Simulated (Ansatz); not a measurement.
Turn this script for Ansatz's Python interface into the input file that the command-line program reads.

Script `energy.py`:
```python
'''Single point of C2H10AlNSi.'''

from pathlib import Path
import json
import logging
import sys
import warnings

import ansatz as az
from ase import Atoms
import numpy as np

logging.basicConfig(stream=sys.stdout, format='[%(levelname)s] %(message)s')
logger = logging.getLogger('ansatz_job')
logger.setLevel(logging.INFO)

warnings.simplefilter('ignore', az.DeckWarning)

atoms = Atoms(['C', 'Al', 'C', 'N', 'Si', 'H', 'H', 'H', 'H', 'H', 'H', 'H', 'H', 'H', 'H'], positions=[
    [-2.0001, 0.016, 1.1667],
    [-0.15, -0.1221, 1.7151],
    [1.2228, -0.6223, 0.359],
    [0.74, -0.8515, -0.9516],
    [0.5328, 0.6617, -1.9078],
    [-2.1402, -0.1493, 0.0715],
    [-2.3655, 1.1002, 1.3501],
    [-2.6342, -0.6325, 1.7279],
    [0.2687, 0.1598, 3.2782],
    [2.0675, 0.1401, 0.3644],
    [1.6911, -1.5686, 0.7724],
    [1.3437, -1.4635, -1.4683],
    [1.8163, 1.288, -2.0823],
    [-0.0753, 0.3904, -3.1919],
    [-0.3394, 1.6026, -1.1742],
])
geometry = az.Crystal.molecule_from_ase(atoms)

base = geometry.calculation()
base = base.basis(gaussian='def2-SVP')
base = base.functional('revpbe0')
base = base.accuracy('medium')
base = base.forces().orbitals()
res = base.run(runs_dir='runs')
summary = res.report

logger.info('reference energy %16.6f eV' % summary['reference_energy_ev'])
logger.info('total energy     %16.6f eV' % summary['free_energy_ev'])
print('occupied orbitals outside the frozen core (up, down):', summary['n_occupied'], ' frozen:', summary['n_frozen'], ' virtual:', summary['n_virtual'])

state = summary['mean_field']['state']
logger.info(f'mean field: {state["energy"]["hartree"]:.7f} Ha, <S^2> = {abs(state["spin_squared"]):.4f}, stability: {state.get("stability", {}).get("kind")}')

symbols = [site.symbol for site in geometry.cartesian_sites]
logger.info('forces (eV/A)')
for symbol, f in zip(symbols, summary['forces_ev_ang']):
    logger.info(f'  {symbol:2s} {f[0]:9.4f} {f[1]:9.4f} {f[2]:9.4f}')

charges = summary['charge_distribution']
dipole = np.array(charges['dipole_moment_e_ang']) * 4.803205
logger.info('dipole (D): {:.3f} {:.3f} {:.3f}, length {:.3f}'.format(*dipole, np.linalg.norm(dipole)))
logger.info('atom  Mulliken   Lowdin')
for symbol, m, l in zip(symbols, charges['mulliken_charges_e'], charges['lowdin_charges_e']):
    logger.info(f'{symbol:4s} {m:9.3f} {l:8.3f}')

lines = Path(summary['orbitals_path']).read_text().splitlines()
field_of = lambda key: [line.split('=')[1].strip() for line in lines if line.startswith(key)]
orbitals = [(27.211386 * float(e), s, float(n)) for e, s, n in zip(field_of('Ene='), field_of('Spin='), field_of('Occup='))]
homo = max(e for e, _, n in orbitals if n > 0.5)
lumo = min(e for e, _, n in orbitals if n < 0.5)
logger.info(f'HOMO {homo:.3f} eV, LUMO {lumo:.3f} eV, gap {lumo - homo:.3f} eV')
with open('c2h10alnsi.json', 'w') as handle:
    json.dump({k: summary[k] for k in ('free_energy_ev', 'reference_energy_ev', 'n_occupied', 'n_virtual')}, handle, indent=1)
```

`python energy.py` gives:
```text
[INFO] reference energy    -18189.502705 eV
[INFO] total energy        -18189.502705 eV
occupied orbitals outside the frozen core (up, down): [28, 28]  frozen: 0  virtual: [100, 100]
[INFO] mean field: -668.4518951 Ha, <S^2> = 0.0000, stability: minimum
[INFO] forces (eV/A)
[INFO]   C    -0.0214    2.3470   -1.0102
[INFO]   Al    0.3426    0.0557    0.3333
[INFO]   C     1.5095    0.2043    1.8447
[INFO]   N    -1.3592    1.1778   -1.8802
[INFO]   Si   -0.4364   -1.4172    1.1904
[INFO]   H     0.0432   -0.1497    0.5400
[INFO]   H     0.3947   -1.4128   -0.0856
[INFO]   H    -0.9353   -0.7584    0.6103
[INFO]   H    -0.0461   -0.1180   -0.5120
[INFO]   H    -0.1954   -0.5307    0.3844
[INFO]   H    -0.2282    0.6497   -0.1893
[INFO]   H     0.3537   -0.6153   -0.4209
[INFO]   H     1.0829    0.6883   -0.2359
[INFO]   H    -0.3219   -0.2625   -0.8521
[INFO]   H    -0.1825    0.1415    0.2831
[INFO] dipole (D): 0.676 -0.441 -0.635, length 1.027
[INFO] atom  Mulliken   Lowdin
[INFO] C       -0.452   -0.161
[INFO] Al       0.724    0.316
[INFO] C       -0.286   -0.156
[INFO] N       -0.426   -0.024
[INFO] Si       0.466    0.336
[INFO] H        0.082    0.022
[INFO] H        0.067    0.044
[INFO] H        0.060    0.004
[INFO] H       -0.187   -0.136
[INFO] H        0.041    0.002
[INFO] H        0.055    0.017
[INFO] H        0.129   -0.006
[INFO] H       -0.094   -0.097
[INFO] H       -0.085   -0.085
[INFO] H       -0.092   -0.076
[INFO] HOMO -6.137 eV, LUMO -0.713 eV, gap 5.424 eV
```

`input.yaml`:
```yaml
crystal:
  periodic: [false, false, false]
  atoms:
    - { symbol: C, position_ang: [-2.0001, 0.016, 1.1667] }
    - { symbol: Al, position_ang: [-0.15, -0.1221, 1.7151] }
    - { symbol: C, position_ang: [1.2228, -0.6223, 0.359] }
    - { symbol: "N", position_ang: [0.74, -0.8515, -0.9516] }
    - { symbol: Si, position_ang: [0.5328, 0.6617, -1.9078] }
    - { symbol: H, position_ang: [-2.1402, -0.1493, 0.0715] }
    - { symbol: H, position_ang: [-2.3655, 1.1002, 1.3501] }
    - { symbol: H, position_ang: [-2.6342, -0.6325, 1.7279] }
    - { symbol: H, position_ang: [0.2687, 0.1598, 3.2782] }
    - { symbol: H, position_ang: [2.0675, 0.1401, 0.3644] }
    - { symbol: H, position_ang: [1.6911, -1.5686, 0.7724] }
    - { symbol: H, position_ang: [1.3437, -1.4635, -1.4683] }
    - { symbol: H, position_ang: [1.8163, 1.288, -2.0823] }
    - { symbol: H, position_ang: [-0.0753, 0.3904, -3.1919] }
    - { symbol: H, position_ang: [-0.3394, 1.6026, -1.1742] }
accuracy: medium
basis:
  gaussian:
    orbitals: def2-SVP
hamiltonian:
  xc: revpbe0
output:
  orbitals: {}
  forces: true
```

What to keep in mind:
- The settings weren't tested for convergence.
- The geometry is a force-field or estimated start, not a minimum of this method, and the basis set is short of its limit.
- The Löwdin charges here are taken after orthogonalising the functions within each atom; they differ from plain Löwdin charges, and their signs can be unphysical.
- Levels such as HOMO and LUMO are orbital energies: with these approximate functionals they aren't the ionisation energy and electron affinity, and their gap isn't the fundamental gap.
- Run time: 4.5 s on 1 thread of Intel(R) Xeon(R) 6975P-C (Granite Rapids), with other jobs on the host, peak memory 0.36 GiB.

(A comment or docstring line of the script was reworded after the run, the code is as it ran; lines on the test bed's own set-up are left out of the output.)
